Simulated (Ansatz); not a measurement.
**AsS− (singlet): geometry optimisation**

Aim: relax a generated start of AsS− (singlet) and see which bonds hold.

Method: RKS PBE0/def2-TZVPD; program: Ansatz 0.2.0, Gaussian basis.

## (1) Starting geometry

2 atoms, charge -1, spin multiplicity 1.

Atoms are counted from 1 here; the program's logs count them from 0.

Bond lengths: S1–As2 2.083 Å.

The start is set by covalent radii. Sticks and bond lists go by distance. No spin-orbit coupling is included. 

## (2) Relaxation

The input, in.yaml:

```yaml
crystal:
  periodic: [false, false, false]
  atoms:
    - {symbol: S, position_ang: [0.000000, 0.000000, 0.000000]}
    - {symbol: As, position_ang: [0.000000, 0.000000, 2.083200]}
basis:
  gaussian: {orbitals: def2-TZVPD}
total_charge: -1
hamiltonian: {xc: pbe0}
relax: {f_tol: 0.004, max_steps: 80}
```

The run is started by

```console
ansatz run in.yaml --threads 1 --pin off --events-out ev --progress --plain --max-ram 2176MiB
```

What does the calculation give? Wanted: energy gained; shift from the start; total energy.

The runs gave:

| quantity | value |
| --- | --- |
| steps | 3 |
| energy gained | 0.008 eV |
| shift from the start (rms) | 0.014 Å |
| total energy | -71666.3259 eV |

The bonds of the start are those of the end. S1–As2 went from 2.083 to 2.112 Å. No vibrations were run, so this is a stationary point, not a proven minimum, and this spin need not be the ground state's.
